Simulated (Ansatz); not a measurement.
# Si2Ge: how the settings move a single-point run

Question: which choices in the input matter for Si2Ge? The cell is built on a prototype (ordering on diamond) and needn't be the phase found in nature.

Program: Ansatz 0.2.0. Level of theory: reference: DFT, HSE06, plane waves, PAW. These are calculated values, not measurements.

2 further runs of the same task are left out: 2 that didn't finish.

**1. Starting point**

Symmetry: P-3m1, No. 164, trigonal system. The conventional cell has a = 3.899 Å, b = 3.899 Å, c = 9.554 Å, α = 90.00°, β = 90.00°, γ = 120.00°. Around Si (site symmetry 3m) lie 3 Si at 2.38 Å and 1 Ge at 2.40 Å. Si (site symmetry 3m) is surrounded by 4 Si at 2.36 to 2.38 Å. Ge (site symmetry 3m) has 1 Si at 2.40 Å and 3 Ge at 2.41 Å as nearest neighbours.

Coordinates:

```cif
data_structure
_symmetry_space_group_name_H-M 'P 1'
_symmetry_Int_Tables_number 1
_cell_length_a 3.8995
_cell_length_b 3.8995
_cell_length_c 9.5539
_cell_angle_alpha 90.000
_cell_angle_beta 90.000
_cell_angle_gamma 120.000
_cell_volume 125.81
loop_
_atom_site_label
_atom_site_type_symbol
_atom_site_fract_x
_atom_site_fract_y
_atom_site_fract_z
_atom_site_occupancy
Si1 Si 0.33333 0.66667 0.70348 1
Si2 Si 0.00000 0.00000 0.37638 1
Ge1 Ge 0.66667 0.33333 0.04543 1
Si3 Si 0.00000 0.00000 0.62362 1
Si4 Si 0.66667 0.33333 0.29652 1
Ge2 Ge 0.33333 0.66667 0.95457 1
```

**2. Baseline**

input.yaml reads:

```yaml
crystal:
  lattice:
    - [3.8994911291, 0.0, 0.0]
    - [-1.9497455645, 3.3770583796, 0.0]
    - [0.0, 0.0, 9.5539021419]
  atoms:
    - { symbol: Si, position: [0.3333333333, 0.6666666667, 0.7034775588] }
    - { symbol: Si, position: [0.0, 0.0, 0.3763791991] }
    - { symbol: Ge, position: [0.6666666667, 0.3333333333, 0.0454279632] }
    - { symbol: Si, position: [0.0, 0.0, 0.6236208009] }
    - { symbol: Si, position: [0.6666666667, 0.3333333333, 0.2965224412] }
    - { symbol: Ge, position: [0.3333333333, 0.6666666667, 0.9545720368] }
kpoints:
  mp_grid: { grid: [6, 6, 2] }
hamiltonian:
  xc: hse06
scf:
  occupations: { method: fixed }
  n_extra_bands: 5
output:
  forces: true
  stress: true
  eigenvalues: true
```

Launch:

```sh
> ansatz run input.yaml --threads 4 --pin off --max-ram 4608MiB --backend cpu --events-out ev --progress --plain --runs-dir out
```

**3. Changed: ecutfock_ratio 2**

Edit input.yaml of step 2 so:

```diff
@@ -19,2 +19,3 @@
   n_extra_bands: 5
+  exx: { ecutfock_ratio: 2 }
 output:
```

**4. Variant: occupations.method gaussian, occupations.width 0.05**

Edit input.yaml of step 2 so:

```diff
@@ -17,3 +17,3 @@
 scf:
-  occupations: { method: fixed }
+  occupations: { method: gaussian, width: 0.05 }
   n_extra_bands: 5
```

**Question.** What will these runs give? Wanted: for each run, ending; energy change; pressure; gap; force.

As calculated:

| run | ending | energy change | pressure (GPa) | gap (eV) | force (eV/Å) | cycles | time |
| --- | --- | --- | --- | --- | --- | --- | --- |
| reference | converged | 0 | 0.0 | 1.06 | 0.03 | 17 | 49 s |
| 1: ecutfock_ratio 2 | converged | - | 0.0 | 1.06 | 0.03 | 17 | 50 s |
| 2: occupations.method gaussian, occupations.width 0.05 | converged | 0.0 meV/atom (σ→0) | 0.0 | 1.06 | 0.03 | - | 49 s |

Residual by cycle in the longest SCF loop of each run; runs are numbered as in the table. The quantity is the density residual dr2, in eV.

```
cycle  reference    run 1    run 2
    1     0.0301   0.0301   0.0303
    2    0.00959  0.00959  0.00965
    3    0.00851  0.00851  0.00852
    4     0.0021   0.0021  0.00214
    5     5.5e-4   5.5e-4   5.7e-4
    6     8.7e-5   8.7e-5   9.0e-5
    7     2.3e-5   2.3e-5   2.4e-5
    8     2.2e-6   2.2e-6   2.4e-6
```

What this shows: «occupations.method gaussian, occupations.width 0.05» leaves the energy as it was.
